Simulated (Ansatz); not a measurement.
# H4NO2Si: the cost of one run

Computed with Ansatz 0.2.0, Gaussian basis. Level: the settings change from run to run.

## Step 1: The geometry

The geometry comes from an earlier relaxation with PBE0-D4 in a triple-zeta def2 set; it is a stationary point, not always the lowest conformer.

SMILES `N[Si](O)O`, 8 atoms, charge 0, spin multiplicity 2.

Atoms are counted from 1 here; the program's logs count them from 0.

Bond lengths: N1–Si2 1.700 Å, N1–H5 1.006 Å, N1–H6 1.006 Å, Si2–O3 1.651 Å, Si2–O4 1.651 Å, O3–H7 0.958 Å, O4–H8 0.958 Å. Angles: Si2–N1–H5 120.9°, Si2–N1–H6 120.9°, H5–N1–H6 112.9°, N1–Si2–O3 104.3°, N1–Si2–O4 104.3°, O3–Si2–O4 116.1°, Si2–O3–H7 115.7°, Si2–O4–H8 115.7°.

## Step 2: wB97/aug-cc-pVTZ

Options: the search for lower states set to off.

Contents of in.yaml:

```yaml
crystal:
  periodic: [false, false, false]
  atoms:
    - {symbol: N, position_ang: [-0.497988, 1.267001, 0.129323]}
    - {symbol: Si, position_ang: [0.096003, -0.243642, -0.376010]}
    - {symbol: O, position_ang: [1.641629, -0.288270, 0.202587]}
    - {symbol: O, position_ang: [-0.956478, -1.334688, 0.277860]}
    - {symbol: H, position_ang: [0.071205, 2.094005, 0.065113]}
    - {symbol: H, position_ang: [-1.483642, 1.467442, 0.110502]}
    - {symbol: H, position_ang: [2.250895, -0.848017, -0.280890]}
    - {symbol: H, position_ang: [-1.029425, -2.171029, -0.184186]}
basis:
  gaussian: {orbitals: aug-cc-pVTZ}
magnetization: {spin_polarized: true, initial_magnetization: 1}
hamiltonian: {xc: {name: wB97}}
scf: {lower_state_search: off}
output: {forces: true}
```

On the command line:

```console
$ ansatz run in.yaml --threads 4 --pin off --events-out ev --progress --plain --max-ram 10444MiB
```

Q: Estimate wall time and peak memory on 4 threads of Arm Neoverse V2, shared host.

About 8.5 s, with a peak of 0.67 GiB.
